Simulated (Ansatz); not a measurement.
Task: a convergence test of the k-point mesh of SrLiH₃, space group Pm-3m, with the Python package of Ansatz (0.2.0). Give the script and its output. Settings (first run): PBEsol, PAW, cutoff 550 eV, 2×2×2 k-points, fixed occupations. The script varies mesh: (2, 2, 2), (3, 3, 3), (4, 4, 4), (5, 5, 5), (6, 6, 6).

```yaml
crystal:
  lattice:
    - [4.63079, 0.00000, 0.00000]
    - [0.00000, 4.63079, 0.00000]
    - [0.00000, 0.00000, 4.63079]
  atoms:
    - { symbol: Li, position: [0.00000, 0.00000, 0.00000] }
    - { symbol: Sr, position: [0.50000, 0.50000, 0.50000] }
    - { symbol: H, position: [0.00000, 0.50000, 0.50000] }
    - { symbol: H, position: [0.50000, 0.00000, 0.50000] }
    - { symbol: H, position: [0.50000, 0.50000, 0.00000] }
```

The script, `kconv.py`:
```python
# -*- coding: utf-8 -*-
import warnings

import ansatz as az
import numpy as np
from tabulate import tabulate

warnings.simplefilter('ignore', az.DeckWarning)

vectors = np.array([
    [4.630791, 0.0, 0.0],
    [0.0, 4.630791, 0.0],
    [0.0, 0.0, 4.630791],
])
system = (
    az.Lattice.of(vectors)
    .atom('Li', (0.0, 0.0, 0.0))
    .atom('Sr', (0.5, 0.5, 0.5))
    .atom('H', (0.0, 0.5, 0.5))
    .atom('H', (0.5, 0.0, 0.5))
    .atom('H', (0.5, 0.5, 0.0))
)

setup = (
    system.calculation()
    .basis(550)
    .occupations('Fixed')
    .functional('PBEsol')
    .band_table()
)

rows = []
for value in [(2, 2, 2), (3, 3, 3), (4, 4, 4), (5, 5, 5), (6, 6, 6)]:
    r = setup.kpoints(mesh=value).run().report
    rows.append((value, r['free_energy_ev'] / len(r['lattice']['sites']), r['n_iterations'], r['gap_by_band_count_ev'], r['n_kpoints']))

print(tabulate(rows, headers=['mesh', 'F/atom (eV)', 'iterations', 'gap by band count (eV)', 'k-points'], floatfmt='.4f', tablefmt='plain'))

for row in rows[:-1]:
    shift = 1000 * (row[1] - rows[-1][1])
    print(f'{row[0]}: {shift:+.2f} meV/atom' + ('  (within 1 meV)' if abs(shift) < 1 else ''))
```

```console
$ python kconv.py
mesh         F/atom (eV)    iterations    gap by band count (eV)    k-points
(2, 2, 2)      -748.4297             6                    1.7014           4
(3, 3, 3)      -748.4624             6                    2.7216           4
(4, 4, 4)      -748.4634             6                    1.7051          10
(5, 5, 5)      -748.4632             6                    2.1369          10
(6, 6, 6)      -748.4633             6                    1.7051          20
(2, 2, 2): +33.59 meV/atom
(3, 3, 3): +0.86 meV/atom  (within 1 meV)
(4, 4, 4): -0.11 meV/atom  (within 1 meV)
(5, 5, 5): +0.03 meV/atom  (within 1 meV)
```

From 3×3×3 on it stays within 1 meV an atom of the value at 6×6×6; the first row (2×2×2) is off by 33.6 meV and the last but one by 0.03 meV.

Along an axis with an odd division the mesh misses the point at one half; a gap read on a finite mesh is an upper bound on this functional's gap. Semilocal gaps usually lie well under measured ones. This cell is a computed structure, which may not be the phase found in nature. Gaps and levels are Kohn-Sham values on a finite set of k-points, without spin-orbit coupling. Shifts are counted from the finest mesh, which is itself no proven limit. It ran for 5.3 s on 1 thread of Arm Neoverse V2, on a shared host, peak memory 0.4 GiB.

(A comment or docstring line of the script was reworded after the run, the code is as it ran; lines on the test bed's own set-up are left out of the output.)
